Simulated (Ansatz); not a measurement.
Task: relaxations under a series of pressures of Sn, space group Im-3m, with Ansatz 0.2.0 through its Python package. Give the script and its output. Level of theory (first run): LDA, PAW, the default cutoff (420 eV here), 11×11×11 k-points, Fermi-Dirac smearing of 0.1 eV.

```
Sn
1.0
    -1.89465    1.89465    1.89465
     1.89465   -1.89465    1.89465
     1.89465    1.89465   -1.89465
Sn
1
Cartesian
  0.0000 0.0000 0.0000
```

`run_compress.py`
```python
import ansatz as az
from ase import Atoms
import numpy as np
import pandas as pd

def edges_and_angles(cell):
    cell = np.asarray(cell)
    a, b, c = np.linalg.norm(cell, axis=1)
    cosines = cell[1] @ cell[2] / (b * c), cell[0] @ cell[2] / (a * c), cell[0] @ cell[1] / (a * b)
    return (a, b, c, *np.degrees(np.arccos(cosines)))


def main() -> None:
    atoms = Atoms(
        ["Sn"],
        scaled_positions=[
            (0.0, 0.0, 0.0),
        ],
        cell=[
            (-1.894652, 1.894652, 1.894652),
            (1.894652, -1.894652, 1.894652),
            (1.894652, 1.894652, -1.894652),
        ],
        pbc=True,
    )
    sn = az.Crystal.from_ase(atoms)

    calculation = (
        sn.calculation()
        .occupations("fermi_dirac", width=0.1)
        .pseudopotentials("paw")
        .kpoints(11)
        .functional("lda")
    )

    rows = []
    for pressure in [0, 2, 4, 6, 8]:
        out = calculation.relax(cell=True, pressure=pressure, max_steps=60).run(threads=1)
        cell = out.lattice.cell_ang
        n_atoms = len(out.lattice.sites)
        volume = abs(np.linalg.det(cell)) / n_atoms
        enthalpy = out.report["free_energy_ev"] / n_atoms + pressure * volume / 160.21766
        rows.append((pressure, volume, enthalpy, *edges_and_angles(cell)))
        print(f"{pressure} GPa done: {volume:.4f} A^3/atom")

    table = pd.DataFrame(rows, columns=["P_GPa", "V_A3_atom", "H_eV_atom", "a", "b", "c", "alpha", "beta", "gamma"])
    print(table.round(4).to_string(index=False))
    p, v = np.array([row[0] for row in rows], float), np.array([row[1] for row in rows])
    print("mean bulk modulus between rows (GPa):", np.round(-np.diff(p) / np.diff(np.log(v)), 1))


if __name__ == "__main__":
    main()
```

```console
$ python run_compress.py
DeckWarning: basis.ecutwfc = 420 eV, auto-derived from the records' recommended cutoffs: set by Sn (normal level)
0 GPa done: 25.6561 A^3/atom
2 GPa done: 24.8412 A^3/atom
4 GPa done: 24.1707 A^3/atom
6 GPa done: 23.5753 A^3/atom
8 GPa done: 23.0573 A^3/atom
 P_GPa  V_A3_atom  H_eV_atom      a      b      c    alpha     beta    gamma
     0    25.6561 -5879.4891 3.2181 3.2181 3.2181 109.4712 109.4712 109.4712
     2    24.8412 -5879.1742 3.1837 3.1837 3.1837 109.4712 109.4712 109.4712
     4    24.1707 -5878.8685 3.1548 3.1548 3.1548 109.4712 109.4712 109.4712
     6    23.5753 -5878.5707 3.1287 3.1287 3.1287 109.4712 109.4712 109.4712
     8    23.0573 -5878.2797 3.1056 3.1056 3.1056 109.4712 109.4712 109.4712
mean bulk modulus between rows (GPa): [62.  73.1 80.2 90. ]
```
(Warnings from the package without file and line.)

The volume falls from 25.66 Å³ an atom at 0 GPa to 23.06 at 8 GPa, by 10.1 %. Between 0 and 2 GPa, -V dP/dV is about 62 GPa, a mean over that step.

Absolute energies stand on the zero of these potentials, so only differences at equal settings mean something. At a fixed pressure a relaxation lowers the enthalpy F + PV, while F alone can rise. For a metal this k-point mesh is coarse: on a finer one energies can move by several to tens of meV an atom and pressures by half a GPa or more, differences at one mesh by less. Edges and angles are those of the cell as typed, here a primitive one, not of the conventional cell. This isn't the structure that Sn takes at ambient conditions. Symmetry holds the cell in this phase, whether or not it is the stable one at each pressure. Hardware and time: 20 s on 1 thread of Intel(R) Xeon(R) Processor @ 2.30GHz, on a shared host, peak memory 0.53 GiB.
